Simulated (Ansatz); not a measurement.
**CH6BFSSi: one species, many methods**

Aim: compute CH6BFSSi with functionals from several rungs and with coupled cluster, and see how far each lands from CCSD(T) at the basis-set limit for the atomisation energy.

Program: Ansatz 0.2.0, Gaussian basis. Level of theory: functionals in def2-TZVPP, the program's frozen cores in correlated methods. These are calculated values, not measurements.

Levels to be run: LDA (SPW92), PBE-D4, revPBE-D4, BLYP-D4, r2SCAN-D4, B97M-V, PBE0-D4, B3LYP-D4, r2SCANh-D4, r2SCAN0-D4, HSE06-D4, BHLYP-D4, CAM-B3LYP-D4, LC-ωPBE, ωB97X-V, ωB97M-V, B2PLYP, PBE-QIDH; CCSD(T)/def2-SVP; CCSD(T)/def2-TZVPP; MP2/def2-QZVPP; extrapolation to the limit; RPA on PBE.

## (1) The relaxed structure

All runs share one geometry, relaxed beforehand with PBE0-D4 in a triple-zeta def2 set.

11 atoms, charge 0, spin multiplicity 1.

Atoms are counted from 1 here; the program's logs count them from 0.

Bond lengths: B1–C2 1.553 Å, B1–H6 1.194 Å, B1–H7 1.197 Å, C2–S3 1.822 Å, C2–H8 1.099 Å, C2–H9 1.097 Å, S3–Si4 2.104 Å, Si4–F5 1.602 Å, Si4–H10 1.483 Å, Si4–H11 1.479 Å. Angles: C2–B1–H6 122.6°, C2–B1–H7 117.5°, H6–B1–H7 119.8°, B1–C2–S3 114.8°, B1–C2–H8 106.3°, B1–C2–H9 109.5°, S3–C2–H8 110.0°, S3–C2–H9 110.6°, H8–C2–H9 105.1°, C2–S3–Si4 100.2°, S3–Si4–F5 112.2°, S3–Si4–H10 110.5°, S3–Si4–H11 107.2°, F5–Si4–H10 105.5°, F5–Si4–H11 108.5°, H10–Si4–H11 113.0°.

As a file:

```xyz
11

B    -0.7016    1.7029    1.4377
C    -0.4435    0.6466    0.3290
S     1.0669   -0.3470    0.5581
Si    0.8979   -1.6622   -1.0752
F     1.1036   -0.9143   -2.4766
H     0.0745    1.9121    2.3212
H    -1.7157    2.3351    1.3744
H    -0.3898    1.2002   -0.6191
H    -1.3221   -0.0026    0.2315
H    -0.4641   -2.2458   -1.1330
H     1.9591   -2.6823   -0.9273
```

## (2) LDA

This LDA is Slater exchange with PW92 correlation.

Contents of in.yaml:

```yaml
crystal:
  periodic: [false, false, false]
  atoms:
    - {symbol: B, position_ang: [-0.701571, 1.702890, 1.437684]}
    - {symbol: C, position_ang: [-0.443537, 0.646640, 0.329026]}
    - {symbol: S, position_ang: [1.066876, -0.346999, 0.558120]}
    - {symbol: Si, position_ang: [0.897873, -1.662152, -1.075206]}
    - {symbol: F, position_ang: [1.103644, -0.914282, -2.476628]}
    - {symbol: H, position_ang: [0.074522, 1.912096, 2.321187]}
    - {symbol: H, position_ang: [-1.715731, 2.335149, 1.374368]}
    - {symbol: H, position_ang: [-0.389775, 1.200247, -0.619123]}
    - {symbol: H, position_ang: [-1.322112, -0.002644, 0.231489]}
    - {symbol: H, position_ang: [-0.464056, -2.245775, -1.133048]}
    - {symbol: H, position_ang: [1.959066, -2.682272, -0.927269]}
basis:
  gaussian: {orbitals: def2-TZVPP}
hamiltonian: {xc: lda}
output: {orbitals: {seedname: orbitals}}
```

Further steps of the session: PBE-D4 (GGA); revPBE-D4 (GGA); BLYP-D4 (GGA); r2SCAN-D4 (meta-GGA); B97M-V (meta-GGA); PBE0-D4 (hybrid); B3LYP-D4 (hybrid); r2SCANh-D4 (hybrid); r2SCAN0-D4 (hybrid); HSE06-D4 (hybrid); BHLYP-D4 (hybrid); CAM-B3LYP-D4 (range-separated); LC-ωPBE (range-separated); ωB97X-V (range-separated); ωB97M-V (range-separated); B2PLYP (double hybrid); PBE-QIDH (double hybrid); CCSD(T) in def2-SVP; CCSD(T) in def2-TZVPP; MP2 in def2-QZVPP; RPA on PBE orbitals.

Q: Predict the results of all the runs planned. Wanted: atomisation energy, CCSD(T)/CBS; farthest beyond LDA; mean size of error, GGA; mean size of error, meta-GGA; mean size of error, hybrid; mean size of error, range-separated; mean size of error, double hybrid; gap, smallest and largest; T1 diagnostic.

**Answer**, as computed:

```
                               quantity                                                  value
        atomisation energy, CCSD(T)/CBS                                              40.240 eV
    functionals within 0.201 eV (0.5 %)  PBE0-D4, B3LYP-D4, r2SCANh-D4, HSE06-D4, CAM-B3LYP-D4
                    farthest beyond LDA                                   BHLYP-D4 (-0.810 eV)
                mean size of error, GGA                                               0.369 eV
           mean size of error, meta-GGA                                               0.238 eV
             mean size of error, hybrid                                               0.198 eV
    mean size of error, range-separated                                               0.217 eV
      mean size of error, double hybrid                                               0.320 eV
              gap, smallest and largest              3.20 eV (LDA (SPW92)), 10.69 eV (LC-ωPBE)
                          T1 diagnostic                                                 0.0115
triples share of the correlation energy                                                  3.6 %
```

The LDA atomisation energy is off by 5.170 eV (13 %): it overbinds. PBE-D4 is off by +0.392 eV. Double hybrids carry the basis error of their MP2 part in triple zeta, and no dispersion term here, so their miss is partly the set-up's. By mean error the best rung here is hybrid (0.198 eV) and the worst beyond LDA is GGA (0.369 eV). The gap between the best rungs is small, so their order is not settled. Misses under about 0.201 eV are within the doubt on the reference itself, which lacks core-valence correlation, relativity and higher excitations. Hartree-Fock recovers 76 % of the binding; the rest is correlation. CCSD(T) in def2-SVP is off by -2.600 eV, so the small basis spoils what the method gains. The gap grows from 3.2 to 10.7 eV across the functionals, mostly with the share of exact exchange.
